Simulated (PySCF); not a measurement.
**A gas-phase reaction: AlH3 + CH4O → CH5AlO + H2**

Wanted: the reaction energy for `[AlH3]` + `CO` → `C[O][AlH2]` + `[H][H]`.

Computed with PySCF 2.14.0; each step states its level. No surroundings beyond the atoms listed, unless a continuum is named. Atoms count from 0, parts from 1.

### 1 Starting point

Each species was relaxed by itself at PBE0-D3(BJ)/def2-SVPD.

### 2 Energies of the species: wB97M-D3(BJ)/def2-TZVPD

What the job is given:

```
{"job": {"kind": "react", "xc": "wB97M-D3(BJ)", "basis": "def2-TZVPD"}, "charge": 0, "multiplicity": 1}
-1 AlH3 charge 0 multiplicity 1
Al     0.005320    -0.000260    -0.000640
H     -1.333950     0.587540     0.621640
H      0.125940    -1.556400    -0.301140
H      1.223970     0.968110    -0.322440

-1 CH4O charge 0 multiplicity 1
C     -0.338530    -0.001030     0.058480
O      1.019120    -0.117700     0.401320
H     -0.922130    -0.254990     0.952820
H     -0.609220     1.025490    -0.245120
H     -0.630280    -0.696630    -0.747850
H      1.562830     0.093740    -0.360540

+1 CH5AlO charge 0 multiplicity 1
C      0.718340     0.684250    -0.763880
O     -0.510930     0.349360    -0.197050
Al    -1.008950    -0.829110     0.938490
H      1.567660     0.181710    -0.266450
H      0.880680     1.772420    -0.698110
H      0.739500     0.408200    -1.831300
H     -2.547460    -0.846120     1.291670
H      0.087890    -1.799120     1.550310

+1 H2 charge 0 multiplicity 1
H      0.380110    -0.001000    -0.012170
H     -0.380110     0.001000     0.012170
```

With the program's defaults for keys left out, this is: wB97M-D3(BJ)/def2-TZVPD reaction energy of separated species, gas phase.

Command:

```bash
$ OMP_NUM_THREADS=1 python cluster_run.py task.json out
```

One launch serves the whole session: the jobs run in the order shown.

The log of the run:

```text
species 1 (AlH3)
coarse grid: 13768 points
cycle   1  E = -244.2301371223  dE = -3.186e-01  |g| = 1.440e-01  |ddm| = 1.214e+00
cycle   2  E = -244.2376391207  dE = -7.502e-03  |g| = 5.496e-02  |ddm| = 1.628e-01
cycle   3  E = -244.2381196578  dE = -4.805e-04  |g| = 1.313e-02  |ddm| = 6.448e-02
cycle   4  E = -244.2381852604  dE = -6.560e-05  |g| = 2.179e-03  |ddm| = 2.250e-02
cycle   5  E = -244.2381890385  dE = -3.778e-06  |g| = 2.866e-04  |ddm| = 4.920e-03
final grid: 28008 points
cycle   6  E = -244.2382123531  dE = -6.736e-08  |g| = 1.457e-04  |ddm| = 5.068e-04
cycle   7  E = -244.2382123611  dE = -7.972e-09  |g| = 6.550e-05  |ddm| = 1.251e-04
cycle   8  E = -244.2382123620  dE = -9.404e-10  |g| = 1.550e-05  |ddm| = 4.115e-05
converged SCF energy = -244.2382123620

species 2 (CH4O)
coarse grid: 20248 points
cycle   1  E = -115.7313931030  dE =  7.118e-02  |g| = 5.636e-01  |ddm| = 1.531e+00
cycle   2  E = -115.7261919803  dE =  5.201e-03  |g| = 6.290e-01  |ddm| = 6.640e-01
cycle   3  E = -115.7900682933  dE = -6.388e-02  |g| = 2.852e-02  |ddm| = 2.810e-01
cycle   4  E = -115.7902264976  dE = -1.582e-04  |g| = 6.696e-03  |ddm| = 3.256e-02
cycle   5  E = -115.7902391076  dE = -1.261e-05  |g| = 1.490e-03  |ddm| = 1.020e-02
cycle   6  E = -115.7902397133  dE = -6.056e-07  |g| = 5.702e-04  |ddm| = 2.217e-03
final grid: 43904 points
cycle   7  E = -115.7902244587  dE = -7.308e-08  |g| = 4.624e-04  |ddm| = 3.048e-03
cycle   8  E = -115.7902244815  dE = -2.279e-08  |g| = 3.449e-04  |ddm| = 6.242e-04
cycle   9  E = -115.7902245073  dE = -2.576e-08  |g| = 1.679e-05  |ddm| = 2.038e-04
cycle  10  E = -115.7902245074  dE = -9.828e-11  |g| = 1.406e-05  |ddm| = 4.522e-05
converged SCF energy = -115.7902245074

species 3 (CH5AlO)
coarse grid: 29072 points
cycle   1  E = -358.8025430429  dE =  4.343e-02  |g| = 7.209e-01  |ddm| = 2.110e+00
cycle   2  E = -358.7499304798  dE =  5.261e-02  |g| = 9.445e-01  |ddm| = 1.370e+00
cycle   3  E = -358.9025088725  dE = -1.526e-01  |g| = 3.702e-02  |ddm| = 7.473e-01
cycle   4  E = -358.9029721468  dE = -4.633e-04  |g| = 1.595e-02  |ddm| = 6.953e-02
cycle   5  E = -358.9030405410  dE = -6.839e-05  |g| = 4.228e-03  |ddm| = 1.841e-02
cycle   6  E = -358.9030467956  dE = -6.255e-06  |g| = 9.958e-04  |ddm| = 6.174e-03
final grid: 61168 points
cycle   7  E = -358.9030391194  dE = -4.142e-07  |g| = 6.401e-04  |ddm| = 4.448e-03
cycle   8  E = -358.9030391889  dE = -6.951e-08  |g| = 4.371e-04  |ddm| = 8.811e-04
cycle   9  E = -358.9030392308  dE = -4.187e-08  |g| = 5.716e-05  |ddm| = 3.297e-04
cycle  10  E = -358.9030392334  dE = -2.601e-09  |g| = 2.568e-05  |ddm| = 1.321e-04
cycle  11  E = -358.9030392337  dE = -2.915e-10  |g| = 1.240e-05  |ddm| = 4.018e-05
converged SCF energy = -358.9030392337

species 4 (H2)
coarse grid: 4944 points
cycle   1  E = -1.1694181777  dE = -2.751e-01  |g| = 9.865e-03  |ddm| = 4.504e-01
cycle   2  E = -1.1694524237  dE = -3.425e-05  |g| = 1.161e-03  |ddm| = 9.676e-03
cycle   3  E = -1.1694531059  dE = -6.822e-07  |g| = 1.815e-04  |ddm| = 1.918e-03
final grid: 10744 points
cycle   4  E = -1.1694517877  dE = -2.405e-08  |g| = 4.113e-05  |ddm| = 3.869e-04
cycle   5  E = -1.1694517890  dE = -1.269e-09  |g| = 9.626e-06  |ddm| = 9.173e-05
cycle   6  E = -1.1694517891  dE = -7.524e-11  |g| = 3.020e-07  |ddm| = 2.872e-05
converged SCF energy = -1.1694517891

Reaction energy = -28.066 kcal/mol
```

It took 11 s on 1 thread of Arm Neoverse V1, shared host; peak memory 0.58 GiB.

Species by species (with the dispersion term, which the log's SCF energies lack):

```
 ν     species  energy (Eh)  HOMO (eV)
-1      [AlH3]   -244.23970     -10.90
-1          CO   -115.79380     -10.52
+1  C[O][AlH2]   -358.90856     -10.48
+1      [H][H]     -1.16967     -14.48
```

### 3 Reaction energy: PBE0-D3(BJ)/def2-TZVPD

The job, as its differences from that of step 2:

```diff
@@ -1,2 +1,2 @@
-{"job": {"kind": "react", "xc": "wB97M-D3(BJ)", "basis": "def2-TZVPD"}, "charge": 0, "multiplicity": 1}
+{"job": {"kind": "react", "xc": "PBE0", "basis": "def2-TZVPD", "disp": "d3bj"}, "charge": 0, "multiplicity": 1}
 -1 AlH3 charge 0 multiplicity 1
```

Level: PBE0-D3(BJ)/def2-TZVPD reaction energy of separated species, gas phase.

The log of the run:

```text
species 1 (AlH3)
coarse grid: 3488 points
cycle   1  E = -244.0732724858  dE = -2.688e-01  |g| = 1.445e-01  |ddm| = 1.264e+00
cycle   2  E = -244.0784893912  dE = -5.217e-03  |g| = 6.652e-02  |ddm| = 1.916e-01
cycle   3  E = -244.0792068758  dE = -7.175e-04  |g| = 1.042e-02  |ddm| = 7.824e-02
cycle   4  E = -244.0792173571  dE = -1.048e-05  |g| = 1.141e-03  |ddm| = 4.651e-03
cycle   5  E = -244.0792178274  dE = -4.704e-07  |g| = 1.304e-04  |ddm| = 1.822e-03
final grid: 28008 points
cycle   6  E = -244.0789170333  dE = -1.109e-06  |g| = 2.840e-04  |ddm| = 4.588e-03
cycle   7  E = -244.0789170476  dE = -1.431e-08  |g| = 9.772e-05  |ddm| = 3.570e-04
cycle   8  E = -244.0789170489  dE = -1.331e-09  |g| = 3.679e-06  |ddm| = 1.017e-04
cycle   9  E = -244.0789170489  dE = -7.674e-12  |g| = 9.741e-07  |ddm| = 8.828e-06
converged SCF energy = -244.0789170489

species 2 (CH4O)
coarse grid: 4656 points
cycle   1  E = -115.5794370769  dE =  6.216e-02  |g| = 5.864e-01  |ddm| = 1.558e+00
cycle   2  E = -115.4915731315  dE =  8.786e-02  |g| = 9.143e-01  |ddm| = 8.420e-01
cycle   3  E = -115.6419945289  dE = -1.504e-01  |g| = 4.538e-02  |ddm| = 4.747e-01
cycle   4  E = -115.6423217096  dE = -3.272e-04  |g| = 1.801e-02  |ddm| = 3.324e-02
cycle   5  E = -115.6423911081  dE = -6.940e-05  |g| = 4.965e-03  |ddm| = 1.213e-02
cycle   6  E = -115.6423963842  dE = -5.276e-06  |g| = 3.235e-04  |ddm| = 3.595e-03
final grid: 43904 points
cycle   7  E = -115.6393342139  dE = -2.362e-05  |g| = 6.978e-03  |ddm| = 6.310e-02
cycle   8  E = -115.6393271974  dE =  7.016e-06  |g| = 9.373e-03  |ddm| = 7.740e-03
cycle   9  E = -115.6393431561  dE = -1.596e-05  |g| = 8.595e-04  |ddm| = 4.337e-03
cycle  10  E = -115.6393432945  dE = -1.384e-07  |g| = 1.511e-04  |ddm| = 5.567e-04
cycle  11  E = -115.6393432994  dE = -4.876e-09  |g| = 1.686e-05  |ddm| = 9.315e-05
cycle  12  E = -115.6393432994  dE = -5.008e-11  |g| = 2.464e-06  |ddm| = 1.593e-05
converged SCF energy = -115.6393432994

species 3 (CH5AlO)
coarse grid: 6896 points
cycle   1  E = -358.4939751063  dE =  3.550e-02  |g| = 7.325e-01  |ddm| = 2.160e+00
cycle   2  E = -358.1365988590  dE =  3.574e-01  |g| = 1.508e+00  |ddm| = 1.647e+00
cycle   3  E = -358.5931464173  dE = -4.565e-01  |g| = 7.613e-02  |ddm| = 1.136e+00
cycle   4  E = -358.5944596988  dE = -1.313e-03  |g| = 1.578e-02  |ddm| = 8.450e-02
cycle   5  E = -358.5944990168  dE = -3.932e-05  |g| = 3.483e-03  |ddm| = 2.011e-02
cycle   6  E = -358.5945010715  dE = -2.055e-06  |g| = 1.492e-03  |ddm| = 3.022e-03
final grid: 61168 points
cycle   7  E = -358.5924595732  dE = -1.922e-05  |g| = 7.410e-03  |ddm| = 6.804e-02
cycle   8  E = -358.5924438266  dE =  1.575e-05  |g| = 1.206e-02  |ddm| = 1.116e-02
cycle   9  E = -358.5924683937  dE = -2.457e-05  |g| = 8.748e-04  |ddm| = 7.306e-03
cycle  10  E = -358.5924685605  dE = -1.668e-07  |g| = 1.420e-04  |ddm| = 7.519e-04
cycle  11  E = -358.5924685654  dE = -4.835e-09  |g| = 1.922e-05  |ddm| = 1.429e-04
cycle  12  E = -358.5924685655  dE = -1.062e-10  |g| = 3.227e-06  |ddm| = 3.349e-05
converged SCF energy = -358.5924685655

species 4 (H2)
coarse grid: 1240 points
cycle   1  E = -1.1670617910  dE = -2.327e-01  |g| = 2.266e-02  |ddm| = 4.588e-01
cycle   2  E = -1.1672492156  dE = -1.874e-04  |g| = 3.233e-03  |ddm| = 1.896e-02
cycle   3  E = -1.1672536712  dE = -4.456e-06  |g| = 9.770e-05  |ddm| = 2.761e-03
final grid: 10744 points
cycle   4  E = -1.1681369572  dE = -1.928e-06  |g| = 2.738e-04  |ddm| = 1.570e-03
cycle   5  E = -1.1681369855  dE = -2.825e-08  |g| = 3.987e-05  |ddm| = 2.445e-04
cycle   6  E = -1.1681369861  dE = -6.311e-10  |g| = 1.260e-06  |ddm| = 3.102e-05
converged SCF energy = -1.1681369861

Reaction energy = -27.166 kcal/mol
```

It took 4.9 s on 1 thread of Arm Neoverse V1, shared host; peak memory 0.58 GiB.

Reaction energy at this level: -27.17 kcal/mol.

### 4 Reaction energy: MP2/def2-TZVPD

The job, as its differences from that of step 3:

```diff
@@ -1,2 +1,2 @@
-{"job": {"kind": "react", "xc": "PBE0", "basis": "def2-TZVPD", "disp": "d3bj"}, "charge": 0, "multiplicity": 1}
+{"job": {"kind": "react", "xc": "MP2", "basis": "def2-TZVPD"}, "charge": 0, "multiplicity": 1}
 -1 AlH3 charge 0 multiplicity 1
```

Method: MP2/def2-TZVPD reaction energy of separated species, gas phase.

The log of the run:

```text
species 1 (AlH3)
final grid: 28008 points
cycle   1  E = -243.6256338029  dE = -3.929e-01  |g| = 1.700e-01  |ddm| = 1.185e+00
cycle   2  E = -243.6403164435  dE = -1.468e-02  |g| = 4.587e-02  |ddm| = 2.256e-01
cycle   3  E = -243.6414092399  dE = -1.093e-03  |g| = 1.268e-02  |ddm| = 1.203e-01
cycle   4  E = -243.6414585075  dE = -4.927e-05  |g| = 1.261e-03  |ddm| = 2.522e-02
cycle   5  E = -243.6414596562  dE = -1.149e-06  |g| = 1.120e-04  |ddm| = 4.843e-03
cycle   6  E = -243.6414596619  dE = -5.645e-09  |g| = 9.419e-06  |ddm| = 2.406e-04
cycle   7  E = -243.6414596619  dE = -4.513e-11  |g| = 6.966e-07  |ddm| = 4.291e-05
converged SCF energy = -243.6414596619

species 2 (CH4O)
final grid: 43904 points
cycle   1  E = -115.0461712298  dE =  5.895e-02  |g| = 4.729e-01  |ddm| = 1.453e+00
cycle   2  E = -115.0808512459  dE = -3.468e-02  |g| = 2.725e-01  |ddm| = 4.369e-01
cycle   3  E = -115.0930364684  dE = -1.219e-02  |g| = 3.975e-02  |ddm| = 1.287e-01
cycle   4  E = -115.0934367049  dE = -4.002e-04  |g| = 8.732e-03  |ddm| = 3.512e-02
cycle   5  E = -115.0934614574  dE = -2.475e-05  |g| = 2.139e-03  |ddm| = 8.122e-03
cycle   6  E = -115.0934632510  dE = -1.794e-06  |g| = 6.165e-04  |ddm| = 3.401e-03
cycle   7  E = -115.0934634479  dE = -1.969e-07  |g| = 1.503e-04  |ddm| = 1.292e-03
cycle   8  E = -115.0934634629  dE = -1.501e-08  |g| = 2.632e-05  |ddm| = 2.702e-04
cycle   9  E = -115.0934634633  dE = -4.530e-10  |g| = 5.169e-06  |ddm| = 8.301e-05
converged SCF energy = -115.0934634633

species 3 (CH5AlO)
final grid: 61168 points
cycle   1  E = -357.5613906970  dE = -1.622e-02  |g| = 5.921e-01  |ddm| = 2.003e+00
cycle   2  E = -357.6134502811  dE = -5.206e-02  |g| = 4.065e-01  |ddm| = 7.094e-01
cycle   3  E = -357.6416168944  dE = -2.817e-02  |g| = 4.957e-02  |ddm| = 2.660e-01
cycle   4  E = -357.6425193851  dE = -9.025e-04  |g| = 1.123e-02  |ddm| = 7.887e-02
cycle   5  E = -357.6425620643  dE = -4.268e-05  |g| = 2.559e-03  |ddm| = 1.662e-02
cycle   6  E = -357.6425648172  dE = -2.753e-06  |g| = 5.776e-04  |ddm| = 5.127e-03
cycle   7  E = -357.6425649951  dE = -1.779e-07  |g| = 1.943e-04  |ddm| = 1.575e-03
cycle   8  E = -357.6425650214  dE = -2.625e-08  |g| = 5.358e-05  |ddm| = 5.725e-04
cycle   9  E = -357.6425650241  dE = -2.700e-09  |g| = 1.112e-05  |ddm| = 1.668e-04
cycle  10  E = -357.6425650242  dE = -1.068e-10  |g| = 2.406e-06  |ddm| = 3.362e-05
converged SCF energy = -357.6425650242

species 4 (H2)
final grid: 10744 points
cycle   1  E = -1.1312977677  dE = -3.213e-01  |g| = 4.426e-02  |ddm| = 4.479e-01
cycle   2  E = -1.1322325509  dE = -9.348e-04  |g| = 7.183e-03  |ddm| = 3.751e-02
cycle   3  E = -1.1322672510  dE = -3.470e-05  |g| = 8.111e-04  |ddm| = 1.078e-02
cycle   4  E = -1.1322676660  dE = -4.150e-07  |g| = 2.771e-05  |ddm| = 1.627e-03
cycle   5  E = -1.1322676665  dE = -4.855e-10  |g| = 2.610e-06  |ddm| = 6.834e-05
converged SCF energy = -1.1322676665

Reaction energy = -32.183 kcal/mol
```

It took 2 s on 1 thread of Arm Neoverse V1, shared host; peak memory 0.4 GiB.

Reaction energy at this level: -32.18 kcal/mol.

### 5 Comparing the runs

Energies in kcal/mol, with wall time:

```csv
run,reaction,time
wB97M-D3(BJ)/def2-TZVPD,-28.07,11 s
PBE0-D3(BJ)/def2-TZVPD,-27.17,4.9 s
MP2/def2-TZVPD,-32.18,2 s
```

### 6 Summary of results

| quantity | value |
| --- | --- |
| reaction energy (wB97M-D3(BJ)/def2-TZVPD) | -28.07 kcal/mol |
| ΔH, ΔG at 298 K (xTB thermal terms) | -30.8, -28.6 kcal/mol |
| range of the reaction energy over the runs of this table | -32.18 to -27.17 kcal/mol |

The reaction is exothermic by 30.8 kcal/mol in the gas phase; dispersion gives -0.42, and xTB itself gave -35.56 for the electronic energy (xTB energies and thermal terms come from the earlier relaxation of each species, not shown). No barrier was sought. The reaction energy runs from -32.18 (MP2/def2-TZVPD) to -27.17 kcal/mol (PBE0-D3(BJ)/def2-TZVPD).
